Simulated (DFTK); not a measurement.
Runs of DFTK 0.8.2 on NaLaMnMoO6. The structure is monoclinic, space group P2_1 (No. 4). The conventional cell has a = 5.557 Å, b = 5.598 Å, c = 8.025 Å, α = 90.00°, β = 90.44°, γ = 90.00°. Na (site symmetry 1) has 4 O at 2.36 to 2.63 Å as nearest neighbours. Around La (site symmetry 1) lie 8 O at 2.40 to 2.69 Å. Mn (site symmetry 1) has 6 O at 2.07 to 2.20 Å as nearest neighbours. Mo (site symmetry 1) has 5 O at 1.83 to 2.03 Å as nearest neighbours. O (site symmetry 1) is surrounded by 1 Mo at 1.83 Å and 1 Mn at 2.08 Å. Around O (site symmetry 1) lie 1 Mo at 1.87 Å. O (site symmetry 1) has 1 Mo at 1.91 Å and 1 Mn at 2.08 Å as nearest neighbours. O (site symmetry 1) is surrounded by 1 Mo at 2.03 Å and 1 Mn at 2.07 Å. The cell was built by a generator and needn't be a form met in nature.

| level | spin | U | cell | start of the occupations | symmetries used | gap on the mesh (eV) | pressure (GPa) | moment (μB) | largest force (eV/Å) |
| --- | --- | --- | --- | --- | --- | --- | --- | --- | --- |
| LDA+U | collinear, antiferromagnetic start | Mn d U = 4.5 eV, Mo d U = 4.5 eV | as given | half filled (the program's default) | no | 2.19 | -5.7 | 0.00 | 1.38 |
| LDA+U | collinear, antiferromagnetic start | Mn d U = 3 eV, Mo d U = 3 eV | as given | half filled (the program's default) | no | 1.84 | -6.4 | 0.00 | 1.22 |
| LDA+U | collinear, antiferromagnetic start | Mn d U = 8 eV, Mo d U = 8 eV | as given | half filled (the program's default) | no | 2.53 | (b) | 0.00 | 1.68 |
| LDA+U | collinear, antiferromagnetic start | Mn d U = 6 eV, Mo d U = 6 eV | as given | half filled (the program's default) | no | 2.41 | (a) | 0.00 | 1.52 |
| LDA+U | collinear, antiferromagnetic start | Mn d U = 0 eV, Mo d U = 0 eV | as given | half filled (the program's default) | no | 0.81 | -8.1 | 0.00 | 1.26 |
| PBE | collinear, ferromagnetic start | - | atoms moved at random, drawn with an rms of 0.05 Å | - | - | 0.69 | 3.3 | 10.00 | 2.71 |
| LDA+U | collinear, antiferromagnetic start | Mn d U = 1.5 eV, Mo d U = 1.5 eV | as given | half filled (the program's default) | no | 1.37 | -7.2 | 0.00 | 1.15 |

Alike in all rows: task single point; potentials or basis dojo.nc.sr.pbe.v0_4_1.standard.upf (PBE); k mesh 1 × 1 × 1; cutoff (eV) 1497; smearing fermi-dirac 0.05 eV; the mesh is coarse, so values aren't converged.

Estimate the missing entries.

(a) -5.1; (b) -4.3.

Caveats: all runs use coarse meshes; spin-orbit coupling is left out, which moves the levels of the heavy elements; an odd mesh through Γ misses points on the zone boundary, where band edges often lie; the Hubbard orbitals reach further out than in other programs, which can move energies by up to some tens of meV an atom (some runs); the potentials were made for another functional, which shifts forces and pressure (some runs).

A k mesh can miss the band edges, and the runs leave out spin-orbit coupling on La, Mo.
